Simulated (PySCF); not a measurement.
# A gas-phase reaction: F3HSi + N2O → F3HOSi + N2

What reaction energy should one expect for `F[SiH](F)F` + `[N-]=[N+]=O` → `O[Si](F)(F)F` + `N#N`?

Programs: PySCF 2.14.0. All values are calculated, for the isolated system unless a continuum is named. Atoms count from 0, parts from 1.

## 1. Starting point

Each species was relaxed by itself at PBE0-D3(BJ)/def2-SVPD.

## 2. Reaction energy: wB97M-D3(BJ)/def2-TZVPD

What the job is given:

```
{"job": {"kind": "react", "xc": "wB97M-D3(BJ)", "basis": "def2-TZVPD"}, "charge": 0, "multiplicity": 1}
-1 F3HSi charge 0 multiplicity 1
F     -1.134340    -1.004050    -0.487470
Si    -0.004890     0.003600     0.052680
F     -0.353220     1.476180    -0.489580
F      1.398080    -0.443180    -0.591730
H      0.059120    -0.013910     1.516880

-1 N2O charge 0 multiplicity 1
N      1.081940    -0.374220     0.005110
N      0.021060    -0.000530     0.011930
O     -1.088950     0.390440     0.019060

+1 F3HOSi charge 0 multiplicity 1
O      1.110840     0.615620    -0.179130
Si    -0.360910    -0.015130     0.070690
F     -0.872800    -0.900380    -1.163560
F     -1.378500     1.195190     0.284440
F     -0.416260    -0.960350     1.363540
H      1.871350     0.051260    -0.333440

+1 N2 charge 0 multiplicity 1
N      0.531670    -0.070840    -0.115820
N     -0.531690     0.070840     0.115820
```

Method: wB97M-D3(BJ)/def2-TZVPD reaction energy of separated species, gas phase.

Command:

```bash
OMP_NUM_THREADS=1 python cluster_run.py task.json out
```

The driver reads the jobs from task.json and runs them one after another.

**Question.** The jobs that follow are: PBE0-D3(BJ)/def2-TZVPD reaction energy of separated species, gas phase. Predict: reaction energy (wB97M-D3(BJ)/def2-TZVPD); ΔH, ΔG at 298 K (xTB thermal terms). Thermal terms come from harmonic xTB runs on each species.

As calculated:

```
                                                quantity                      value
               reaction energy (wB97M-D3(BJ)/def2-TZVPD)            -102.4 kcal/mol
                     ΔH, ΔG at 298 K (xTB thermal terms)    -102.4, -103.1 kcal/mol
range of the reaction energy over the runs of this table  -102.4 to -91.10 kcal/mol
```

What this shows: The reaction is exothermic by 102.4 kcal/mol in the gas phase; dispersion gives -0.16, and xTB itself gave -14.99 for the electronic energy (xTB energies and thermal terms come from the earlier relaxation of each species, not shown). No barrier was sought. xTB and this level differ widely in the electronic energy, so what comes from xTB (the thermal terms above all) is less safe here. The reaction energy runs from -102.4 (wB97M-D3(BJ)/def2-TZVPD) to -91.10 kcal/mol (PBE0-D3(BJ)/def2-TZVPD).
